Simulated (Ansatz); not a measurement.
# SiNi3: the cost of one run

Program: Ansatz 0.2.0. Level of theory: DFT, PBE, plane-wave PAW, default files, scalar-relativistic. These are calculated values, not measurements.

## (1) The starting structure

The structure is cubic, space group Pm-3m (No. 221). The conventional cell has a = 3.551 Å, b = 3.551 Å, c = 3.551 Å, α = 90.00°, β = 90.00°, γ = 90.00°. Around Si (site symmetry m-3m) lie 12 Ni at 2.51 Å. Ni (site symmetry 4/mmm) is surrounded by 4 Si at 2.51 Å and 8 Ni at 2.51 Å.

As a file:

```cif
data_structure
_symmetry_space_group_name_H-M 'P 1'
_symmetry_Int_Tables_number 1
_cell_length_a 3.5511
_cell_length_b 3.5511
_cell_length_c 3.5511
_cell_angle_alpha 90.000
_cell_angle_beta 90.000
_cell_angle_gamma 90.000
_cell_volume 44.78
loop_
_atom_site_label
_atom_site_type_symbol
_atom_site_fract_x
_atom_site_fract_y
_atom_site_fract_z
_atom_site_occupancy
Si1 Si 0.00000 0.00000 0.00000 1
Ni1 Ni 0.00000 0.50000 0.50000 1
Ni2 Ni 0.50000 0.00000 0.50000 1
Ni3 Ni 0.50000 0.50000 0.00000 1
```

## (2) Gradients at the starting positions

File input.yaml:

```yaml
crystal:
  lattice:
    - [3.5511, 0.0, 0.0]
    - [0.0, 3.5511, 0.0]
    - [0.0, 0.0, 3.5511]
  atoms:
    - { symbol: Si, position: [0.0, 0.0, 0.0] }
    - { symbol: Ni, position: [0.0, 0.5, 0.5], spin: 1.5 }
    - { symbol: Ni, position: [0.5, 0.0, 0.5], spin: 1.5 }
    - { symbol: Ni, position: [0.5, 0.5, 0.0], spin: 1.5 }
magnetization:
  spin_polarized: true
kpoints:
  mp_grid: { grid: [12, 12, 12] }
scf:
  occupations: { method: fermi_dirac, width: 0.02 }
hamiltonian:
  xc: pbe
  pseudopotentials: { kind: paw }
output:
  forces: true
  stress: true
  populations: true
  efg: { quadrupole_moments_barn: { Ni: 0.162 }, contact_densities: true }
```

Command:

```sh
ansatz run input.yaml --threads 1 --pin off --max-ram 3072MiB --backend cpu --events-out ev --progress --plain --runs-dir out
```

Q: Estimate wall time and peak memory on 1 thread of Intel Xeon 6975P-C (Granite Rapids), shared host.

About 14 s, with a peak of 0.59 GiB.
